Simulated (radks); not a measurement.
**O⁺ in [He] 2s2 2p3: an all-electron calculation**

The task here is to estimate one member of a computed series from the others.

Method: Dirac Kohn-Sham, BLYP, spin-unpolarised, spherical densities, finite nucleus; open shells fill j = l - 1/2 first. Code: radks (a radial shooting solver on a logarithmic mesh, Libxc functionals) version 1.

## The system

```
element            : oxygen (Z = 8)
charge             : +1
electrons          : 7
configuration      : [He] 2s2 2p3
nuclear rms radius : 2.6991 fm
```

The first run:

Input:

```text
Z 8
configuration [He] 2s2 2p3
relativity Dirac
functional b88,lyp
spin unpolarised
j_filling energy
nucleus finite rms 2.6991 fm
c 137.035999084
```

One table of the session follows, with a row left open; its other results are not shown here.

It belongs to the step «Orbitals and density». Radial moments (bohr):

| level | <r> | outermost maximum (interpolated) | 90 % within |
| --- | --- | --- | --- |
| 1s1/2 | ? | ? | ? |
| 2s1/2 | 1.086 | 0.852 | 1.73 |
| 2p1/2 | 1.109 | 0.776 | 1.89 |
| 2p3/2 | 1.111 | 0.777 | 1.90 |

**Question.** Estimate the row for 1s1/2.

As computed: <r>: 0.1995; outermost maximum (interpolated): 0.129; 90 % within: 0.357. In the column «<r>» it is the lowest.

Caveats from the session: Spin polarisation and multiplet splitting are left out.
